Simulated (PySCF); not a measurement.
# AuCl6 (-3): ligand-field states, part 2 of 2

PySCF 2.14.0. Atoms count from 0. The steps go on from the part before.

## (6) Ligand-field states: state-averaged CASSCF (axial bond length × 1.1) in water

What the job is given:

```
{"job": {"kind": "lf", "basis": {"metal": "x2c-TZVPall", "ligand": "x2c-SVPall"}, "nevpt": true, "solvent": "water", "reuse": true}, "charge": -3, "metal": "Au", "open_shell": "d8"}
Au     0.000000     0.000000     0.000000
Cl     0.000000     0.000000     2.816000
Cl     0.000000     0.000000    -2.816000
Cl     2.560000     0.000000     0.000000
Cl    -2.560000     0.000000     0.000000
Cl     0.000000     2.560000     0.000000
Cl    -0.000000    -2.560000     0.000000
```

With the program's defaults for keys left out, this is: state-averaged CASSCF of the metal d shell, SC-NEVPT2 on the averaged canonical orbitals, state-interaction spin-orbit coupling.

The log of the run:

```text
basis functions 189, electrons 184, active (8e, 5o)
start from the orbitals of the previous structure
stage 1: DIIS on the effective Fock matrix, level shift 0.30
cycle   1  E = -21776.7243513958  dE = -2.178e+04  max|g| = 8.961e+00
cycle   2  E = -21776.7446297116  dE = -2.028e-02  max|g| = 1.052e-01
cycle   3  E = -21776.7553647295  dE = -1.074e-02  max|g| = 5.535e-02
cycle   4  E = -21776.8513572230  dE = -9.599e-02  max|g| = 3.018e-02
cycle   5  E = -21776.8526089598  dE = -1.252e-03  max|g| = 2.266e-02
cycle   6  E = -21776.8530066852  dE = -3.977e-04  max|g| = 1.235e-02
cycle   7  E = -21776.8531486894  dE = -1.420e-04  max|g| = 8.713e-03
cycle   8  E = -21776.8531717927  dE = -2.310e-05  max|g| = 7.079e-03
cycle   9  E = -21776.8532580807  dE = -8.629e-05  max|g| = 3.388e-03
cycle  10  E = -21776.8532768796  dE = -1.880e-05  max|g| = 1.374e-03
cycle  11  E = -21776.8532841086  dE = -7.229e-06  max|g| = 7.677e-04
cycle  12  E = -21776.8532859013  dE = -1.793e-06  max|g| = 4.067e-04
cycle  13  E = -21776.8532867680  dE = -8.667e-07  max|g| = 3.235e-04
cycle  14  E = -21776.8532866931  dE =  7.494e-08  max|g| = 2.353e-04
cycle  15  E = -21776.8532864437  dE =  2.494e-07  max|g| = 2.251e-04
cycle  16  E = -21776.8532860194  dE =  4.243e-07  max|g| = 2.751e-04
cycle  17  E = -21776.8532838627  dE =  2.157e-06  max|g| = 4.340e-04
cycle  18  E = -21776.8532696726  dE =  1.419e-05  max|g| = 9.433e-04
cycle  19  E = -21776.8531778558  dE =  9.182e-05  max|g| = 2.426e-03
cycle  20  E = -21776.8525095582  dE =  6.683e-04  max|g| = 7.315e-03
cycle  21  E = -21776.8481163572  dE =  4.393e-03  max|g| = 2.316e-02
cycle  22  E = -21776.8304295293  dE =  1.769e-02  max|g| = 7.769e-02
cycle  23  E = -21776.8021720373  dE =  2.826e-02  max|g| = 1.456e-01
stage 2: quasi-Newton rotations from the point of smallest gradient
cycle  25  E = -21776.8532869171  dE = -4.734e-07  max|g| = 1.402e-04
cycle  26  E = -21776.8532874663  dE = -5.492e-07  max|g| = 1.844e-04
cycle  27  E = -21776.8532875228  dE = -5.652e-08  max|g| = 1.446e-04
cycle  28  E = -21776.8532875560  dE = -3.313e-08  max|g| = 3.340e-05
cycle  29  E = -21776.8532875651  dE = -9.117e-09  max|g| = 1.476e-05
cycle  30  E = -21776.8532875697  dE = -4.591e-09  max|g| = 1.417e-05
cycle  31  E = -21776.8532875707  dE = -1.030e-09  max|g| = 5.457e-06
converged average energy = -21776.8532875707

 mult deg   label        CASSCF/cm-1   NEVPT2/cm-1
   3   1   3B1g                0.0           0.0
   1   1   1A1g             4315.1        1898.5
   1   1   1B1g             7423.7        5156.5
   1   1   1A1g            20856.9       16427.7
   3   2   3Eg             12691.2       19612.3
   3   1   3A2g            16772.1       22338.8
   3   1   3B2g            17973.6       24363.3
   1   2   1Eg             19929.0       25067.2
   1   1   1A2g            21243.4       25777.4
   3   2   3Eg             23401.0       29188.3
   1   1   1B2g            24542.3       29410.1
   1   2   1Eg             28833.2       32986.8
   3   2   3Eg             34704.6       44280.8
   3   1   3A2g            34802.3       45248.5
   1   1   1A1g            42532.6       51167.3
   1   2   1Eg             42762.8       51354.8
   1   1   1B2g            43372.2       51982.6
   1   1   1B1g            44306.6       52947.4
   1   1   1A1g            58052.1       59436.9

spin-orbit levels / cm-1
      0.00  x1  3B1g 0.94 3Eg 0.05
     35.96  x2  3B1g 0.94
   1756.09  x1  1A1g 0.92 3A2g 0.04 3Eg 0.03
   4837.25  x1  1B1g 0.91 3Eg 0.04
  15418.59  x1  1A1g 0.67 3Eg 0.17 3A2g 0.08
  16953.95  x1  3Eg 0.56 1A1g 0.19 3A2g 0.16
  17069.68  x1  3Eg 0.83 1A2g 0.11 3Eg 0.03
  18220.70  x2  3Eg 0.55 3A2g 0.27 1Eg 0.13
  21534.88  x1  3Eg 0.35 3B2g 0.30 3Eg 0.30
  22620.34  x1  3Eg 0.73 3Eg 0.12 1B2g 0.10
  23198.87  x2  3B2g 0.62 3Eg 0.19 1Eg 0.07
  24897.17  x1  3Eg 0.57 3B2g 0.37 3Eg 0.05
  25325.89  x2  3A2g 0.55 3Eg 0.38
  25744.94  x1  3A2g 0.66 3Eg 0.16 1A1g 0.07
  27736.04  x2  1Eg 0.70 3A2g 0.16 3B2g 0.04
  28096.97  x1  3Eg 0.34 1B2g 0.34 3Eg 0.19
  28305.85  x1  1A2g 0.81 3Eg 0.14 3Eg 0.04
  31651.66  x2  3Eg 0.59 3B2g 0.28 1Eg 0.07
  32270.37  x1  3Eg 0.51 1B2g 0.45
  32383.60  x1  3Eg 0.58 3B2g 0.27 1B1g 0.05
  32486.44  x1  3Eg 0.92 1A2g 0.07
  32728.98  x1  3Eg 0.70 1A1g 0.12 3A2g 0.08
  35672.08  x2  1Eg 0.81 3Eg 0.16
  41929.52  x1  3Eg 0.62 1A1g 0.16 3A2g 0.16
  45663.92  x1  3Eg 0.97
  46056.78  x2  3Eg 0.74 3A2g 0.20
  47807.65  x1  3Eg 0.88 1B1g 0.08
  47852.27  x1  3Eg 0.69 1B2g 0.21 1B2g 0.08
  47925.79  x2  3A2g 0.59 1Eg 0.23 3Eg 0.11
  48010.70  x1  3A2g 0.61 3Eg 0.19 1A1g 0.16
```

Run time: 20 s. Hardware: 1 thread of AMD EPYC 9R45, shared host; peak memory 0.62 GiB.

Warnings kept with the result: an active orbital is not mainly the metal shell.

An active orbital is only 56 % metal, under the run's own bar for a metal shell, so levels, ζ, ground spin and magnetism of this run may not be those of the metal's shell and are not read here.

## (7) Ligand-field states: state-averaged CASSCF (axial bond length × 1.2) in water

Settings changed since step 6:

```diff
@@ -2,4 +2,4 @@
 Au     0.000000     0.000000     0.000000
-Cl     0.000000     0.000000     2.816000
-Cl     0.000000     0.000000    -2.816000
+Cl     0.000000     0.000000     3.072000
+Cl     0.000000     0.000000    -3.072000
 Cl     2.560000     0.000000     0.000000
```

Level: state-averaged CASSCF of the metal d shell, SC-NEVPT2 on the averaged canonical orbitals, state-interaction spin-orbit coupling.

The log of the run:

```text
basis functions 189, electrons 184, active (8e, 5o)
start from the orbitals of the previous structure
stage 1: DIIS on the effective Fock matrix, level shift 0.30
cycle   1  E = -21776.5463714976  dE = -2.178e+04  max|g| = 1.110e+01
cycle   2  E = -21776.7136074279  dE = -1.672e-01  max|g| = 1.823e-01
cycle   3  E = -21776.7395527885  dE = -2.595e-02  max|g| = 9.474e-02
cycle   4  E = -21776.8374075472  dE = -9.785e-02  max|g| = 4.976e-02
cycle   5  E = -21776.8408985444  dE = -3.491e-03  max|g| = 3.236e-02
cycle   6  E = -21776.8420746478  dE = -1.176e-03  max|g| = 2.085e-02
cycle   7  E = -21776.8424613607  dE = -3.867e-04  max|g| = 1.062e-02
cycle   8  E = -21776.8425651509  dE = -1.038e-04  max|g| = 9.564e-03
cycle   9  E = -21776.8427092357  dE = -1.441e-04  max|g| = 4.029e-03
cycle  10  E = -21776.8427220577  dE = -1.282e-05  max|g| = 2.342e-03
cycle  11  E = -21776.8427483020  dE = -2.624e-05  max|g| = 8.783e-04
cycle  12  E = -21776.8427576967  dE = -9.395e-06  max|g| = 8.679e-04
cycle  13  E = -21776.8427539214  dE =  3.775e-06  max|g| = 1.097e-03
cycle  14  E = -21776.8427290571  dE =  2.486e-05  max|g| = 1.574e-03
cycle  15  E = -21776.8425052504  dE =  2.238e-04  max|g| = 4.098e-03
cycle  16  E = -21776.8409557462  dE =  1.550e-03  max|g| = 1.181e-02
cycle  17  E = -21776.8323006389  dE =  8.655e-03  max|g| = 4.444e-02
cycle  18  E = -21776.8096418224  dE =  2.266e-02  max|g| = 1.102e-01
stage 2: quasi-Newton rotations from the point of smallest gradient
cycle  20  E = -21776.8427596410  dE = -1.944e-06  max|g| = 2.452e-04
cycle  21  E = -21776.8427606072  dE = -9.662e-07  max|g| = 4.199e-04
cycle  22  E = -21776.8427610813  dE = -4.741e-07  max|g| = 2.338e-04
cycle  23  E = -21776.8427613119  dE = -2.305e-07  max|g| = 8.805e-05
cycle  24  E = -21776.8427613601  dE = -4.829e-08  max|g| = 5.602e-05
cycle  25  E = -21776.8427613728  dE = -1.263e-08  max|g| = 2.440e-05
cycle  26  E = -21776.8427613801  dE = -7.334e-09  max|g| = 1.617e-05
cycle  27  E = -21776.8427613824  dE = -2.350e-09  max|g| = 9.961e-06
converged average energy = -21776.8427613824

 mult deg   label        CASSCF/cm-1   NEVPT2/cm-1
   1   1   1A1g                0.0           0.0
   3   1   3B1g             1374.7        3721.1
   1   1   1B1g             7999.0        8186.1
   3   2   3Eg             10486.2       17613.8
   3   1   3A2g            13186.6       20033.3
   1   2   1Eg             17128.2       22584.2
   1   1   1A2g            17342.7       23267.3
   1   1   1A1g            27893.0       25159.7
   3   1   3B2g            20374.3       27907.8
   3   2   3Eg             25432.2       32173.4
   1   1   1B2g            26107.1       32226.5
   1   2   1Eg             31285.9       35711.9
   3   2   3Eg             32891.3       41657.9
   3   1   3A2g            32534.8       42555.9
   1   1   1A1g            39655.7       48116.5
   1   2   1Eg             39919.4       48188.7
   1   1   1B2g            40376.4       48230.8
   1   1   1B1g            42350.2       49707.5
   1   1   1A1g            54716.2       55305.8

spin-orbit levels / cm-1
      0.00  x1  1A1g 0.93 3A2g 0.04
   3541.34  x1  3B1g 0.91 3Eg 0.07
   3622.21  x2  3B1g 0.92 3Eg 0.04
   7687.32  x1  1B1g 0.88 3Eg 0.08
  14735.27  x1  3Eg 0.75 3A2g 0.23
  15173.29  x1  3Eg 0.85 1A2g 0.11
  16370.71  x2  3Eg 0.51 3A2g 0.28 1Eg 0.16
  21735.48  x1  3Eg 0.86 3B1g 0.07 3Eg 0.03
  21758.71  x1  3Eg 0.82 3Eg 0.09 1B1g 0.08
  23049.92  x2  3A2g 0.54 3Eg 0.40
  23269.95  x1  3A2g 0.47 1A1g 0.16 3Eg 0.15
  23765.31  x1  1A1g 0.58 3A2g 0.20 3Eg 0.11
  25073.31  x2  1Eg 0.67 3A2g 0.13 3B2g 0.10
  25941.24  x1  1A2g 0.86 3Eg 0.13
  26395.27  x1  3B2g 0.60 3Eg 0.30 3Eg 0.08
  26788.59  x2  3B2g 0.52 3Eg 0.23 1Eg 0.08
  30104.64  x1  1B2g 0.47 3Eg 0.29 3Eg 0.18
  34536.89  x2  3Eg 0.47 3B2g 0.33 3A2g 0.09
  34581.89  x1  3Eg 0.64 1B2g 0.32
  34944.74  x1  3Eg 0.95
  35244.96  x1  3Eg 0.50 3B2g 0.31 3Eg 0.09
  35246.11  x1  3Eg 0.48 1A1g 0.21 3A2g 0.17
  38204.77  x2  1Eg 0.75 3Eg 0.22
  40377.69  x1  3Eg 0.60 1A1g 0.18 3Eg 0.14
  43467.11  x1  3Eg 0.96
  43625.83  x2  3Eg 0.84 3A2g 0.08 1Eg 0.04
  45099.19  x1  3Eg 0.86 1B1g 0.06 3B2g 0.05
  45221.74  x1  3A2g 0.62 1A1g 0.17 3Eg 0.14
  45406.53  x2  3A2g 0.63 1Eg 0.21 1Eg 0.07
  45511.78  x1  3Eg 0.55 1B2g 0.26 1B2g 0.15
```

It took 18 s on 1 thread of AMD EPYC 9R45, shared host; peak memory 0.61 GiB.

Warnings kept with the result: an active orbital is not mainly the metal shell.

An active orbital is only 54 % metal, under the run's own bar for a metal shell, so levels, ζ, ground spin and magnetism of this run may not be those of the metal's shell and are not read here.

## (8) Results

What follows sums up all 2 parts.

```
           quantity                          value
ligand-field states  no level gives a usable value
```

What this shows: Steps 2, 3, 4, 5, 6, 7 are set aside: its active space failed the test for the metal's shell.
